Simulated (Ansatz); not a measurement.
# CoW3: the cost of one run

Computed with Ansatz 0.2.0 (DFT PBEsol, scalar-relativistic, plane waves, PAW, unless a step's input says otherwise).

3 further runs of the same task are left out: 3 set aside as unsound or not needed. Runs told in other sessions of the task aren't counted.

## Step 1: The system as given

It takes space group Pm-3m (No. 221, cubic). Conventional cell: a = 3.858 Å, b = 3.858 Å, c = 3.858 Å, α = 90.00°, β = 90.00°, γ = 90.00°. Co (site symmetry m-3m) is surrounded by 12 W at 2.73 Å. W (site symmetry 4/mmm) is surrounded by 4 Co at 2.73 Å and 8 W at 2.73 Å.

Structure file:

```xyz
8
Lattice="3.8582 0.0000 0.0000 0.0000 3.8582 0.0000 0.0000 0.0000 7.7165" Properties=species:S:1:pos:R:3 pbc="T T T"
Co    0.0000    0.0000    3.8582
Co    0.0000    0.0000    0.0000
W     0.0000    1.9291    1.9291
W     0.0000    1.9291    5.7874
W     1.9291    0.0000    1.9291
W     1.9291    0.0000    5.7874
W     1.9291    1.9291    3.8582
W     1.9291    1.9291    0.0000
```

It goes back to an entry of the Materials Project, which need not be the stable form.

It is built from the cell relaxed beforehand with the same method (14.36 Å³/atom).

## Step 2: The reference cell

The cell is repeated 2 times, 8 atoms in all. The reference gives a free energy of -71723.4290 eV, pressure 0.03 GPa, largest force 0.000 eV/Å and gap on the mesh none (metal). It was computed beforehand with the settings of the runs below.

## Step 3: The scan: a frozen normal mode

Mode 4 of the phonon run on this cell, counted from the lowest, is frozen in: each atom moves by x times its row below, so x is the largest displacement.

```
atom     ux      uy     uz
 Co1  0.000   0.000  0.000
 Co2  0.000   0.000  0.000
  W3  0.000  -1.000  0.000
  W4  0.000   1.000  0.000
  W5  0.000  -0.934  0.000
  W6  0.000   0.934  0.000
  W7  0.000   0.000  0.000
  W8  0.000   0.000  0.000
```

## Step 4: x = -0.300 Å

input.yaml

```yaml
crystal:
  lattice:
    - [3.8582449768, 0.0, 0.0]
    - [0.0, 3.8582449768, 0.0]
    - [0.0, 0.0, 7.7164899537]
  atoms:
    - { symbol: Co, position: [0.0, 0.0, 0.5] }
    - { symbol: Co, position: [0.0, 0.0, 0.0] }
    - { symbol: W, position: [0.0, 0.5777555603, 0.25] }
    - { symbol: W, position: [0.0, 0.4222444397, 0.75] }
    - { symbol: W, position: [0.5, 0.0725928305, 0.25] }
    - { symbol: W, position: [0.5, -0.0725928305, 0.75] }
    - { symbol: W, position: [0.5, 0.5, 0.5] }
    - { symbol: W, position: [0.5, 0.5, 0.0] }
basis:
  ecutwfc: 420
kpoints:
  mp_grid: { grid: [12, 12, 6] }
hamiltonian:
  xc: pbesol
scf:
  occupations: { method: gaussian, width: 0.15 }
output:
  forces: true
  stress: true
  eigenvalues: true
```

Run with:

```
$ ansatz run input.yaml --threads 2 --pin off --max-ram 5120MiB --backend cpu --events-out ev --progress --plain --runs-dir out
```

What time and memory should one allow on 2 threads of AMD EPYC 9R45 (Zen 5), shared host?

About 14 s, with a peak of 1.3 GiB.
